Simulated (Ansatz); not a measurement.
What does this script print? It uses Ansatz's Python interface.

`ninf3.py`:
```python
# -*- coding: utf-8 -*-
"""Keys set on an Input object, for NiNF3."""

import warnings

import ansatz as az


def main():
    warnings.simplefilter("ignore", az.DeckWarning)

    lattice = az.Lattice.of(
        (3.9288, 0.0, 0.0),
        (0.0, 3.9288, 0.0),
        (0.0, 0.0, 3.9288),
    )
    sites = [
        ("Ni", (0.5, 0.5, 0.5)),
        ("N", (0.0, 0.0, 0.0)),
        ("F", (0.0, 0.5, 0.5)),
        ("F", (0.5, 0.5, 0.0)),
        ("F", (0.5, 0.0, 0.5)),
    ]
    cell = az.Crystal(lattice=lattice)
    for symbol, position in sites:
        cell = cell.atom(symbol, position)
    cell = cell.moments(Ni=1.0)

    setup = (
        cell.calculation()
        .functional(az.Functional.R2SCAN, dispersion="D3(BJ)")
        .pseudopotentials("nc")
        .spin(az.SpinTreatment.COLLINEAR)
        .mixing("broyden", ndim=6, beta=0.6)
        .occupations("fermi_dirac", width=0.2)
        .kpoints(density=3.4)
        .band_table()
    )
    typed = setup.input()
    rows = []
    for value in [2, 6, 12]:
        edited = typed.set(az.key.scf.n_extra_bands, value)
        report = az.Session.from_dict(edited).plan().execute().report
        rows.append((value, report["free_energy_ev"], report["n_iterations"], len(report["eigenvalues_ev"][0]) if "eigenvalues_ev" in report else 0))
    for row in rows:
        print("; ".join(f"{name} = {round(v, 4) if isinstance(v, float) else v}" for name, v in zip(["extra bands", "F eV", "iterations", "bands listed"], row)))


if __name__ == "__main__":
    main()
```

Running `python ninf3.py` prints:
```text
extra bands = 2; F eV = -7399.8865; iterations = 25; bands listed = 24
extra bands = 6; F eV = -7399.8865; iterations = 28; bands listed = 28
extra bands = 12; F eV = -7399.8865; iterations = 30; bands listed = 34
```

Reading the output:
- The settings weren't tested for convergence.
- The magnetic order follows from the starting moments and needn't be the lowest.
- The dispersion term runs with damping parameters of another functional.
- Such functionals run on norm-conserving files made under PBE, which can move pressures by some GPa.
- Dispersion corrections can be off by several per cent in the lattices of metals, and by several GPa in the pressure at a fixed cell.
- The mesh is modest for a metal, so energies can be off by several to tens of meV an atom and pressures by half a GPa or more; differences at equal mesh fare better.
- A Fermi-Dirac width this large means warm electrons, whose thermal share enters the free energy.
- With one magnetic atom the cell can hold only ferromagnetic order.
- Without a Hubbard U or exact exchange, semilocal functionals often make such 3d compounds metallic or too weakly gapped.
- r2SCAN tends to overestimate the moments of itinerant magnets.
- The structure comes from a database of computed cells and needn't be a stable or known phase.
- The script silences the warnings on its input, which a real study should read.
- Run time: 85 s on 1 thread of Intel(R) Xeon(R) 6975P-C (Granite Rapids), with other jobs on the host, peak memory 0.77 GiB.

(A comment or docstring line of the script was reworded after the run, the code is as it ran; lines on the test bed's own set-up are left out of the output.)
